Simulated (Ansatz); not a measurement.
# Si₂H₄F₂: geometry optimisation

The task is to find a stationary geometry of Si₂H₄F₂.

Computed with Ansatz 0.2.0, Gaussian basis. Level: RKS PBE0-D4/def2-TZVP.

The runs, in order: relaxation at PBE0-D4/def2-TZVP.

1 further run of the same task is left out (set aside as unsound or not needed).

### 1 Where the work starts

SMILES `F[SiH2][SiH2]F`, 8 atoms, charge 0, spin multiplicity 1.

Atoms are counted from 1 here; the program's logs count them from 0.

Bond lengths: F1–Si2 1.616 Å, Si2–Si3 2.297 Å, Si2–H5 1.461 Å, Si2–H6 1.461 Å, Si3–F4 1.616 Å, Si3–H7 1.462 Å, Si3–H8 1.461 Å. Angles: F1–Si2–Si3 106.1°, F1–Si2–H5 103.1°, F1–Si2–H6 103.0°, Si3–Si2–H5 117.0°, Si3–Si2–H6 116.7°, H5–Si2–H6 109.0°, Si2–Si3–F4 106.0°, Si2–Si3–H7 116.9°, Si2–Si3–H8 117.0°, F4–Si3–H7 103.0°, F4–Si3–H8 103.0°, H7–Si3–H8 109.0°.

The start is a GFN2-xTB geometry.

### 2 Optimising with PBE0-D4/def2-TZVP

Input file in.yaml:

```yaml
crystal:
  periodic: [false, false, false]
  atoms:
    - {symbol: F, position_ang: [-1.908620, 1.139790, -0.142810]}
    - {symbol: Si, position_ang: [-0.292790, 1.103240, -0.131510]}
    - {symbol: Si, position_ang: [0.291340, -1.102540, 0.135320]}
    - {symbol: F, position_ang: [1.906360, -1.144340, 0.081010]}
    - {symbol: H, position_ang: [0.061010, 1.734110, -1.401450]}
    - {symbol: H, position_ang: [0.050000, 2.009990, 0.961760]}
    - {symbol: H, position_ang: [-0.010160, -1.715670, 1.427670]}
    - {symbol: H, position_ang: [-0.097130, -2.024590, -0.929990]}
basis:
  gaussian: {orbitals: def2-TZVP}
hamiltonian: {xc: pbe0, dispersion: d4}
relax: {f_tol: 0.005, max_steps: 150}
```

On the command line:

```console
$ ansatz run in.yaml --threads 2 --pin off --events-out ev --progress --plain --max-ram 32768MiB --backend cpu
```

**Question.** What will the summary of the whole plan be? Wanted: point group; shift from the start; total energy; dispersion term; dipole moment.

The runs gave:

```
                  quantity           value
               point group             C2h
                     steps               6
shift from the start (rms)         0.068 Å
              total energy  -21248.2940 eV
           dispersion term        -122 meV
             dipole moment          0.02 D
```

**Reading.** The relaxed geometry lies 0.07 Å (rms) from the start; the bond that changed most is Si2–Si3, from 2.297 to 2.355 Å. No vibrations were run, so it is not proven to be a minimum. The largest Mulliken charge, +0.37 e, sits on Si2.
